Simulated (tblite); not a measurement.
# C10H13F9: the cost of one run

Computed with tblite 0.8.0 (tight binding) and PySCF 2.14.0 (DFT, with response routines of our own); each step states its level. Atoms count from 0 throughout.

## 1. The starting structure

32 atoms, charge 0, multiplicity 1; geometry from: MMFF94s geometry. This is the first candidate.

Bonds of the start (Å): C0–C1 1.52, C0–H19 1.10, C0–H20 1.09, C0–H21 1.10, C11–F12 1.35, C11–F13 1.35, C11–F14 1.34, C15–F16 1.35, C15–F17 1.36, C15–F18 1.34, C1–C15 1.53, C1–C2 1.54, C1–H22 1.11, C2–C3 1.55, C2–H23 1.10, C2–H24 1.11, C3–C11 1.52, C3–C4 1.56, C3–H25 1.09, C4–C5 1.55, C4–H26 1.09, C4–H27 1.10, C5–C6 1.54, C5–C7 1.53 and more.

## 2. GFN2-xTB relaxation, isomer A, conformer 1

Job settings and geometry (Å):

```
{"job": {"xc": "GFN2-xTB", "basis": "xTB", "kind": "relax"}, "charge": 0, "multiplicity": 1}
C     -2.138200     1.033300     1.322100
C     -2.040300    -0.413500     0.852700
C     -1.526100    -0.536600    -0.592000
C     -0.175700     0.148500    -0.930100
C      0.962300    -0.460800    -0.051700
C      2.383100     0.117100    -0.241300
C      3.364900    -0.675100     0.633700
C      2.486100     1.604200     0.117500
F      2.086300     1.819800     1.385800
F      3.739200     2.056000    -0.007900
F      1.695000     2.345000    -0.695700
C      0.091400    -0.003900    -2.421800
F      1.202800     0.667300    -2.782800
F     -0.924400     0.494600    -3.153700
F      0.255600    -1.287500    -2.765400
C     -3.390000    -1.114300     1.020300
F     -4.330000    -0.532200     0.240700
F     -3.299700    -2.420100     0.646800
F     -3.817400    -1.077700     2.294100
H     -2.570000     1.097100     2.335400
H     -1.168200     1.523700     1.368500
H     -2.786200     1.620900     0.651200
H     -1.329900    -0.929900     1.539400
H     -1.477400    -1.604300    -0.859800
H     -2.300100    -0.098900    -1.251500
H     -0.279900     1.207900    -0.700100
H      0.702900    -0.345400     1.000500
H      1.001300    -1.539100    -0.246200
H      2.712400    -0.017600    -1.277100
H      4.393400    -0.322400     0.507000
H      3.120200    -0.585300     1.699600
H      3.341500    -1.739000     0.377000
```

Command:

```console
> OMP_NUM_THREADS=1 python ens_run.py task.json out
```

The driver reads the study from task.json and runs its stages one after another.

Q: Estimate the wall time of this first job on 1 thread of Arm Neoverse V1, shared host.

About 5 s.
